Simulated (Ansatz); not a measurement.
**AlBH4S2: up Jacob's ladder to CCSD(T)**

The task here is to estimate one member of a computed series from the others.

Method: functionals in def2-TZVPP, the program's frozen cores in correlated methods; program: Ansatz 0.2.0, Gaussian basis.

Levels to be run: LDA (SPW92), PBE-D4, revPBE-D4, BLYP-D4, r2SCAN-D4, B97M-V, PBE0-D4, B3LYP-D4, r2SCANh-D4, r2SCAN0-D4, HSE06-D4, BHLYP-D4, CAM-B3LYP-D4, LC-ωPBE, ωB97X-V, ωB97M-V, B2PLYP, PBE-QIDH; CCSD(T)/def2-SVP; CCSD(T)/def2-TZVPP; MP2/def2-QZVPP; extrapolation to the limit; RPA on PBE.

### Structure used throughout

An earlier PBE0-D4 in a triple-zeta def2 set relaxation fixed the geometry.

SMILES `[AlH2][S]BS`, 8 atoms, charge 0, spin multiplicity 1.

Atoms are counted from 1 here; the program's logs count them from 0.

Bond lengths: Al1–S2 2.190 Å, Al1–H5 1.583 Å, Al1–H6 1.577 Å, S2–B3 1.809 Å, B3–S4 1.780 Å, B3–H7 1.193 Å, S4–H8 1.347 Å. Angles: S2–Al1–H5 121.7°, S2–Al1–H6 115.3°, H5–Al1–H6 123.0°, Al1–S2–B3 108.6°, S2–B3–S4 131.5°, S2–B3–H7 114.9°, S4–B3–H7 113.7°, B3–S4–H8 99.9°.

Set-up of the first run:

The input, in.yaml:

```yaml
crystal:
  periodic: [false, false, false]
  atoms:
    - {symbol: Al, position_ang: [-0.777723, 1.516463, -0.087159]}
    - {symbol: S, position_ang: [1.249129, 0.810710, 0.347856]}
    - {symbol: B, position_ang: [1.272028, -0.993416, 0.223067]}
    - {symbol: S, position_ang: [-0.010954, -2.163968, -0.165017]}
    - {symbol: H, position_ang: [-1.950147, 0.513653, -0.441027]}
    - {symbol: H, position_ang: [-0.975758, 3.079259, -0.021657]}
    - {symbol: H, position_ang: [2.331514, -1.498073, 0.437785]}
    - {symbol: H, position_ang: [-1.045988, -1.321829, -0.349648]}
basis:
  gaussian: {orbitals: def2-TZVPP}
hamiltonian: {xc: lda}
output: {orbitals: {seedname: orbitals}}
```

The run is started by

```console
ansatz run in.yaml --threads 2 --pin off --events-out ev --progress --plain --max-ram 4352MiB
```

Steps of the session up to this table: LDA; PBE-D4 (GGA); revPBE-D4 (GGA); BLYP-D4 (GGA); r2SCAN-D4 (meta-GGA); B97M-V (meta-GGA); PBE0-D4 (hybrid); B3LYP-D4 (hybrid); r2SCANh-D4 (hybrid); r2SCAN0-D4 (hybrid); HSE06-D4 (hybrid); BHLYP-D4 (hybrid); CAM-B3LYP-D4 (range-separated); LC-ωPBE (range-separated); ωB97X-V (range-separated); ωB97M-V (range-separated); B2PLYP (double hybrid); PBE-QIDH (double hybrid).

One of the session's tables, all rows but one given; the rest of the session is left out.

```
  functional  HOMO (eV)  LUMO (eV)  gap (eV)
 LDA (SPW92)      -6.75      -3.06      3.68
      PBE-D4      -6.61      -2.81      3.80
   revPBE-D4      -6.56      -2.70      3.86
     BLYP-D4      -6.42      -2.65      3.77
   r2SCAN-D4      -6.88      -2.53      4.35
      B97M-V      -6.97      -2.65      4.32
     PBE0-D4      -7.72      -2.02      5.69
    B3LYP-D4          ?          ?         ?
  r2SCANh-D4      -7.29      -2.26      5.03
  r2SCAN0-D4      -7.90      -1.86      6.04
    HSE06-D4      -7.32      -2.39      4.93
    BHLYP-D4      -8.66      -1.18      7.49
CAM-B3LYP-D4      -8.94      -1.05      7.89
     LC-ωPBE     -10.32       0.00     10.32
     ωB97X-V      -9.96      -0.09      9.87
     ωB97M-V      -9.79      -0.33      9.46
```

**Question.** Estimate the row for B3LYP-D4.

Worked estimate for «HOMO (eV)». Against the share of exact exchange, BLYP-D4 (0, -6.42), BHLYP-D4 (0.5, -8.66) give a slope of -4.48 per unit share; at 0.2 the line stands at -7.32.

As computed: HOMO (eV): -7.46; LUMO (eV): -2.20; gap (eV): 5.26. In «HOMO (eV)» the line misses by +0.14.
